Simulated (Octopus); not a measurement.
**InCl2F (SMILES [F][In]([Cl])[Cl]): a chain of runs**

Wanted: energy and gradient (PZ81 LDA), then energy and gradient (PZ81 LDA), then energy and forces (PZ81 LDA), then energy and gradient (PZ81 LDA) of InCl2F. The setting varied is the box margin. 

Program for the calculation: Octopus 16.4.

3 further runs of the same task are left out: 3 set aside as unsound or not needed.

**1. The molecule**

The species is InCl2F (4 atoms), meant as a singlet with charge 0. SMILES: `[F][In]([Cl])[Cl]`. The coordinates come from a PBE0-D4/def2-TZVP relaxation.

Bond lengths: F1–In2 1.926 Å, In2–Cl3 2.285 Å, In2–Cl4 2.285 Å. Angles: F1–In2–Cl3 117.6°, F1–In2–Cl4 117.6°, Cl3–In2–Cl4 124.8°.

**2. Energy and forces at PZ81 LDA (scalar, in the pseudopotentials, hscv_lda potentials, box margin 3.5 angstrom, extra states 0, grid spacing 0.15 angstrom, mix field default) (run 4)**

Started as:

```
$ OMP_NUM_THREADS=1 octopus > gs.log
```

Log:

```text
Version                : 16.4
************************** Calculation Mode **************************
Input: [CalculationMode = gs]
Input: [SpinComponents = unpolarized]
******************************* Space ********************************
Octopus will run in 3 dimension(s).
Octopus will treat the system as periodic in 0 dimension(s).
Input: [AllElectronType = no]
Input: [PseudopotentialSet = hscv_lda]
Reading Coordinates from Coordinates block
****************************** Species *******************************
  Species 'F'
    type             : pseudopotential
    file format      : QSO
    valence charge   : 7.0
    atomic number    :   9
    form on file     : semilocal
    orbital origin   : from file
    lmax             : 1
    llocal           : 1
    projectors per l : 1
    total projectors : 1
    application form : kleinman-bylander
    orbitals         :  4
    bound orbitals   :  4
  Species 'In'
    type             : pseudopotential
    file format      : QSO
    valence charge   : 13.0
    atomic number    :  49
    form on file     : semilocal
    orbital origin   : from file
    lmax             : 2
    llocal           : 0
    projectors per l : 1
    total projectors : 2
    application form : kleinman-bylander
    orbitals         :  9
    bound orbitals   :  9
** Warning:
**   Eigenstate for l =  2 is not normalized
**   (abs(1 - norm) =     0.036523)
  Species 'Cl'
    type             : pseudopotential
    file format      : QSO
    valence charge   : 7.0
    atomic number    :  17
    form on file     : semilocal
    orbital origin   : from file
    lmax             : 2
    llocal           : 2
    projectors per l : 1
    total projectors : 2
    application form : kleinman-bylander
    orbitals         :  2
    bound orbitals   :  2
***************************** Symmetries *****************************
Symmetry elements : (sigma)
Symmetry group    : Cs
Input: [CurvMethod = curv_affine]
Input: [DerivativesStencil = stencil_star]
Input: [SmearingFunction = semiconducting]
Input: [SymmetrizeDensity = no]
******************************* States *******************************
Total electronic charge  =       34.000
Number of states         =       17
States block-size        =        4
************************** Parallelization ***************************
Info: Octopus will run in *serial*
******************************** Grid ********************************
Simulation Box:
  Type = minimum
  Radius  [A] =   3.500
Main mesh:
  Spacing [A] = ( 0.150, 0.150, 0.150)    volume/point [A^3] =      0.00337
  # inner mesh =     123608
  # total mesh =     172518
  Grid Cutoff [eV] =  1671.245006    Grid Cutoff [Ry] =   122.834253
Input: [StatesPack = yes]
Input: [StatesOrthogonalization = cholesky_serial]
Info: the XCFunctional has been selected to match the pseudopotentials
      used in the calculation.
**************************** Theory Level ****************************
Input: [TheoryLevel = kohn_sham]
Exchange-correlation:
  Exchange
    Slater exchange (LDA)
  Correlation
    Perdew & Zunger (Modified) (LDA)
****************************** Hartree *******************************
Input: [DressedOrbitals = no]
The chosen Poisson solver is 'interpolating scaling functions'
Input: [FilterPotentials = filter_TS]
Info: Pseudopotential for F
  Radii for localized parts:
    local part     =  1.6 A
    non-local part =  0.8 A
    orbitals       =  3.5 A
Info: Pseudopotential for In
  Radii for localized parts:
    local part     =  1.8 A
    non-local part =  1.7 A
    orbitals       =  6.9 A
Info: Pseudopotential for Cl
  Radii for localized parts:
    local part     =  1.3 A
    non-local part =  1.2 A
    orbitals       =  4.2 A
Input: [RelativisticCorrection = non_relativistic]
Input: [DFTULevel = dft_u_none]
Input: [MagneticConstrain = 0]
****************** Approximate memory requirements *******************
Mesh
  global  :       1.3 MiB
  local   :       5.3 MiB
  total   :       6.6 MiB
States
  real    :      22.4 MiB (par_kpoints + par_states + par_domains)
  complex :      44.8 MiB (par_kpoints + par_states + par_domains)
Info: Generating external potential
      done.
Input: [InteractionTiming = timing_exact]
Info: Octopus initialization completed.
Info: Starting calculation mode.
Info: Allocating ground state wave-functions
      Block       1 contains       4 states:       1 -       4
      Block       2 contains       4 states:       5 -       8
      Block       3 contains       4 states:       9 -      12
      Block       4 contains       4 states:      13 -      16
      Block       5 contains       1 states:      17 -      17
Info: Ground-state allocation done.
Info: Could not find 'restart/gs' directory for restart.
Info: No restart information will be read.
** Warning:
**   Unable to read wavefunctions.
**   Starting from scratch!
**************************** Eigensolver *****************************
Input: [Eigensolver = cg]
Input: [Preconditioner = pre_filter]
Input: [PreconditionerFilterFactor = 0.5000]
Input: [SubspaceDiagonalization = standard]
Input: [MixField = potential] (what to mix during SCF cycles)
Input: [MixingScheme = broyden]
Info: Mixing uses    4 steps and restarts after   20 steps.
Input: [LCAOStart = lcao_states]
Input: [LCAOScaleFactor = 1.000]
Input: [LCAOMaximumOrbitalRadius = 10.58 A]
Info: Unnormalized total charge =     23.983142
Info: Renormalized total charge =     34.000000
Info: Setting up Hamiltonian.
Info: Performing initial LCAO calculation with     17 orbitals.
Info: Getting Hamiltonian matrix elements.
Eigenvalues [eV]
 #st  Spin   Eigenvalue      Occupation
   1   --   -48.124455       2.000000
   2   --   -48.106291       2.000000
   3   --    -3.689569       2.000000
   4   --    -2.910969       2.000000
   5   --     9.186557       2.000000
   6   --    16.812704       2.000000
   7   --    17.124864       2.000000
   8   --    28.651618       2.000000
   9   --    43.292286       2.000000
  10   --    44.910918       2.000000
  11   --    45.284101       2.000000
  12   --    45.549423       2.000000
  13   --    47.194561       2.000000
  14   --    49.988760       2.000000
  15   --    59.202303       2.000000
  16   --    60.082928       2.000000
  17   --    62.258758       2.000000
Info: Ground-state restart information will be written to 'restart/gs'.
Info: SCF using real wavefunctions.
Info: Starting SCF iteration.
*********************** SCF CYCLE ITER #    1 ************************
 etot  = -3.19842412E+03 abs_ev   =  1.66E+03 rel_ev   =  2.05E+00
 ediff =        1.18E+02 abs_dens =  5.39E+01 rel_dens =  1.59E+00
Converged eigenvectors: 0
#  State  Eigenvalue [eV]  Occupation    Error
      1      -50.099245    2.000000   ( 1.3E-01)
      2      -50.094363    2.000000   ( 1.4E-01)
      3      -35.634230    2.000000   ( 1.9E-01)
      4      -35.615472    2.000000   ( 2.5E-01)
      5      -35.534145    2.000000   ( 4.5E-01)
      6      -34.504907    2.000000   ( 4.7E-01)
      7      -33.130868    2.000000   ( 2.2E-01)
      8      -32.658725    2.000000   ( 2.4E-01)
      9      -14.405195    2.000000   ( 1.7E-01)
     10      -13.702632    2.000000   ( 3.0E-01)
     11      -12.848662    2.000000   ( 2.2E-01)
     12      -12.151802    2.000000   ( 4.5E-01)
     13      -12.060815    2.000000   ( 2.8E-01)
     14      -11.681891    2.000000   ( 7.8E-01)
     15      -10.168615    2.000000   ( 5.5E-01)
     16       -6.951893    2.000000   ( 2.9E-01)
     17       -3.709287    2.000000   ( 8.2E-01)
                                                                     ^
*********************** SCF CYCLE ITER #    2 ************************
 etot  = -2.71981995E+03 abs_ev   =  3.36E+02 rel_ev   =  7.11E-01
 ediff =        1.76E+01 abs_dens =  3.76E+01 rel_dens =  1.11E+00
Converged eigenvectors: 0
#  State  Eigenvalue [eV]  Occupation    Error
      1      -29.716882    2.000000   ( 6.3E-01)
      2      -21.974518    2.000000   ( 2.1E-01)
      3      -21.635247    2.000000   ( 1.7E-01)
      4      -19.459993    2.000000   ( 1.9E-01)
      5      -19.161103    2.000000   ( 1.1E-01)
      6      -18.813969    2.000000   ( 4.2E-01)
      7      -18.001408    2.000000   ( 4.1E-01)
      8      -17.285507    2.000000   ( 6.9E-01)
      9      -12.534086    2.000000   ( 5.0E-01)
     10      -10.531381    2.000000   ( 1.8E-01)
     11      -10.054782    2.000000   ( 6.6E-01)
     12       -8.892866    2.000000   ( 3.4E-01)
     13       -8.418584    2.000000   ( 1.9E-01)
     14       -7.810967    2.000000   ( 2.9E-01)
     15       -7.739472    2.000000   ( 1.9E-01)
     16       -4.023395    2.000000   ( 3.1E-01)
     17       -0.671903    2.000000   ( 8.0E-01)
                                                                     ^
[eigenvalue tables of the cycles between left out]
*********************** SCF CYCLE ITER #    3 ************************
 etot  = -3.22245733E+03 abs_ev   =  1.23E+02 rel_ev   =  2.07E-01
 ediff =        1.85E+01 abs_dens =  7.71E+00 rel_dens =  2.27E-01
*********************** SCF CYCLE ITER #    4 ************************
 etot  = -3.10994004E+03 abs_ev   =  3.29E+01 rel_ev   =  5.84E-02
 ediff =        4.13E+00 abs_dens =  2.92E+00 rel_dens =  8.59E-02
*********************** SCF CYCLE ITER #    5 ************************
 etot  = -3.07075087E+03 abs_ev   =  1.49E+01 rel_ev   =  2.72E-02
 ediff =        1.44E+00 abs_dens =  1.10E+00 rel_dens =  3.25E-02
*********************** SCF CYCLE ITER #    6 ************************
 etot  = -3.02336704E+03 abs_ev   =  1.95E+01 rel_ev   =  3.68E-02
 ediff =        1.74E+00 abs_dens =  8.85E-01 rel_dens =  2.60E-02
*********************** SCF CYCLE ITER #    7 ************************
 etot  = -2.99092168E+03 abs_ev   =  1.37E+01 rel_ev   =  2.66E-02
 ediff =        1.19E+00 abs_dens =  6.68E-01 rel_dens =  1.96E-02
*********************** SCF CYCLE ITER #    8 ************************
 etot  = -3.00914632E+03 abs_ev   =  5.00E+00 rel_ev   =  9.60E-03
 ediff =        6.70E-01 abs_dens =  8.75E-01 rel_dens =  2.57E-02
*********************** SCF CYCLE ITER #    9 ************************
 etot  = -2.99849613E+03 abs_ev   =  4.23E+00 rel_ev   =  8.19E-03
 ediff =        3.91E-01 abs_dens =  3.12E-01 rel_dens =  9.17E-03
*********************** SCF CYCLE ITER #   10 ************************
 etot  = -3.00108557E+03 abs_ev   =  7.32E-01 rel_ev   =  1.42E-03
 ediff =        9.52E-02 abs_dens =  7.08E-02 rel_dens =  2.08E-03
*********************** SCF CYCLE ITER #   11 ************************
 etot  = -3.00053305E+03 abs_ev   =  3.98E-01 rel_ev   =  7.69E-04
 ediff =        2.03E-02 abs_dens =  2.10E-02 rel_dens =  6.18E-04
*********************** SCF CYCLE ITER #   12 ************************
 etot  = -3.00026215E+03 abs_ev   =  9.29E-02 rel_ev   =  1.80E-04
 ediff =        9.96E-03 abs_dens =  5.23E-03 rel_dens =  1.54E-04
*********************** SCF CYCLE ITER #   13 ************************
 etot  = -3.00029686E+03 abs_ev   =  4.05E-02 rel_ev   =  7.84E-05
 ediff =        1.28E-03 abs_dens =  3.17E-03 rel_dens =  9.33E-05
*********************** SCF CYCLE ITER #   14 ************************
 etot  = -3.00028777E+03 abs_ev   =  1.66E-02 rel_ev   =  3.20E-05
 ediff =        3.34E-04 abs_dens =  1.55E-03 rel_dens =  4.57E-05
*********************** SCF CYCLE ITER #   15 ************************
 etot  = -3.00030978E+03 abs_ev   =  1.85E-02 rel_ev   =  3.58E-05
 ediff =        8.09E-04 abs_dens =  5.56E-04 rel_dens =  1.64E-05
*********************** SCF CYCLE ITER #   16 ************************
 etot  = -3.00032190E+03 abs_ev   =  5.45E-03 rel_ev   =  1.05E-05
 ediff =        4.46E-04 abs_dens =  3.01E-04 rel_dens =  8.86E-06
*********************** SCF CYCLE ITER #   17 ************************
 etot  = -3.00032064E+03 abs_ev   =  3.39E-04 rel_ev   =  6.55E-07
 ediff =        4.66E-05 abs_dens =  9.30E-05 rel_dens =  2.74E-06
*********************** SCF CYCLE ITER #   18 ************************
 etot  = -3.00032189E+03 abs_ev   =  6.63E-04 rel_ev   =  1.28E-06
 ediff =        4.59E-05 abs_dens =  2.57E-05 rel_dens =  7.57E-07
Converged eigenvectors: 0
#  State  Eigenvalue [eV]  Occupation    Error
      1      -27.743412    2.000000   ( 6.6E-07)
      2      -21.887333    2.000000   ( 1.0E-06)
      3      -21.795711    2.000000   ( 6.2E-07)
      4      -20.936640    2.000000   ( 2.7E-07)
      5      -20.865234    2.000000   ( 5.2E-07)
      6      -20.699136    2.000000   ( 3.2E-07)
      7      -19.976871    2.000000   ( 8.5E-07)
      8      -19.862091    2.000000   ( 2.2E-06)
      9      -12.161767    2.000000   ( 1.3E-06)
     10      -10.304255    2.000000   ( 8.9E-07)
     11      -10.056825    2.000000   ( 2.8E-06)
     12       -9.447735    2.000000   ( 2.0E-06)
     13       -8.875544    2.000000   ( 3.1E-06)
     14       -8.613868    2.000000   ( 1.7E-06)
     15       -8.451888    2.000000   ( 3.8E-07)
     16       -8.449392    2.000000   ( 9.6E-07)
     17       -8.344839    2.000000   ( 3.1E-07)
                                                                     ^
*********************** SCF CYCLE ITER #   19 ************************
 etot  = -3.00032181E+03 abs_ev   =  3.52E-05 rel_ev   =  6.80E-08
 ediff =        2.67E-06 abs_dens =  2.24E-05 rel_dens =  6.58E-07
Converged eigenvectors: 0
#  State  Eigenvalue [eV]  Occupation    Error
      1      -27.743404    2.000000   ( 5.8E-07)
      2      -21.887333    2.000000   ( 7.6E-07)
      3      -21.795709    2.000000   ( 8.7E-07)
      4      -20.936642    2.000000   ( 4.2E-07)
      5      -20.865240    2.000000   ( 3.8E-07)
      6      -20.699138    2.000000   ( 6.4E-07)
      7      -19.976872    2.000000   ( 9.0E-07)
      8      -19.862091    2.000000   ( 1.9E-06)
      9      -12.161773    2.000000   ( 3.6E-07)
     10      -10.304256    2.000000   ( 3.9E-07)
     11      -10.056829    2.000000   ( 8.4E-07)
     12       -9.447738    2.000000   ( 1.1E-06)
     13       -8.875538    2.000000   ( 2.4E-06)
     14       -8.613862    2.000000   ( 2.8E-06)
     15       -8.451884    2.000000   ( 5.5E-07)
     16       -8.449403    2.000000   ( 1.9E-06)
     17       -8.344846    2.000000   ( 5.2E-07)
                                                                     ^
Info: SCF converged in   19 iterations
** Warning:
**   Some of the states are not fully converged!
Info: Number of matrix-vector products:       6577
Octopus emitted 3 warnings.
```

It took 56 s on 1 thread of Arm Neoverse V1, shared host; peak memory 0.15 GiB.

(Part 1 of 3 ends here.)
